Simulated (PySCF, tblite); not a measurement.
# C₂H₈BrFSi₂: geometry, infrared bands and NMR shifts

What infrared bands and NMR shifts should C₂H₈BrFSi₂ (`FC[C@@H]([SiH3])[SiH2]Br`) show?

The runs use tblite 0.8.0 and PySCF 2.14.0, with density-fitted response routines of our own; the level of theory stands in each step. All values are computed, except where a source is named. Atoms count from 0, in the outputs and in this text.

**1. Starting geometry**

14 atoms, charge 0, multiplicity 1; geometry from: force field or distance geometry start.

Bonds of the start (Å): F0–C1 1.39, C1–C2 1.50, C2–Si3 1.89, C2–Si4 1.84, Si4–Br5 2.26, C1–H6 1.11, C1–H7 1.09, C2–H8 1.11, Si3–H9 1.48, Si3–H10 1.45, Si3–H11 1.45, Si4–H12 1.47, Si4–H13 1.47.

**2. Optimising the geometry with GFN2-xTB**

What the job is given:

```
{"job": {"kind": "relax", "xc": "GFN2-xTB", "basis": "xTB"}, "charge": 0, "multiplicity": 1}
F     -1.371700    -0.329000     1.531100
C     -1.151000    -1.017700     0.343100
C     -0.013800    -0.354900    -0.375500
Si    -0.604100     1.408600    -0.719400
Si     1.567700    -0.251000     0.556600
Br     3.179400    -1.306300    -0.625800
H     -0.946000    -2.094900     0.544100
H     -2.059800    -0.897600    -0.250500
H      0.182300    -0.896800    -1.322600
H     -1.295200     1.852400     0.515900
H      0.551700     2.242800    -0.993600
H     -1.549900     1.318100    -1.813000
H      1.509400    -0.822600     1.905700
H      2.000400     1.148600     0.681600
```

Command:

```bash
OMP_NUM_THREADS=1 python probes_run.py task.json out
```

This one command runs all jobs of the session in turn.

**Question.** This job is followed by: GFN2-xTB harmonic vibrations, gas phase; GIAO PBE0/pcSseg-1 NMR shielding, non-relativistic, gas phase. What will the session give for the following? strongest single infrared mode (GFN2-xTB); zero-point energy (GFN2-xTB); 13C shifts against TMS (PBE0/pcSseg-1); 1H shifts against TMS (PBE0/pcSseg-1, means over atoms taken as alike); 19F shifts against CFCl3 (PBE0/pcSseg-1); 29Si shifts against TMS (PBE0/pcSseg-1); 79Br shifts against HBr (PBE0/pcSseg-1).

**Answer**, as computed:

| quantity | value |
| --- | --- |
| strongest single infrared mode (GFN2-xTB) | 726 cm⁻¹, 517 km/mol |
| zero-point energy (GFN2-xTB) | 55.8 kcal/mol |
| 13C shifts against TMS (PBE0/pcSseg-1) | 87.3, 18.7 ppm |
| 1H shifts against TMS (PBE0/pcSseg-1, means over atoms taken as alike) | 5.56, 5.35, 5.20, 5.06, 4.18, 0.59 ppm |
| 19F shifts against CFCl3 (PBE0/pcSseg-1) | -235.8 ppm |
| 29Si shifts against TMS (PBE0/pcSseg-1) | -8.0, -68.9 ppm |
| 79Br shifts against HBr (PBE0/pcSseg-1) | -145 ppm |

In words: The optimisation took 118 steps and gained 0.360 eV; among the close pairs (by a distance rule), C2–Si4 changed most, from 1.839 to 1.897 Å. All 36 modes are real, so the xTB geometry is a minimum. The strongest single mode, at 726 cm⁻¹, moves mainly H12 and H13. GFN2-xTB is a fitted tight-binding method: band positions and strengths are rough. Its intensities can rank the bands wrongly. At PBE0/pcSseg-1: Shielding is most anisotropic at Br5 (span 220 ppm, paramagnetic term -358 ppm). Spin-orbit coupling is left out, which matters for shieldings and couplings at and beside the heavy atoms.
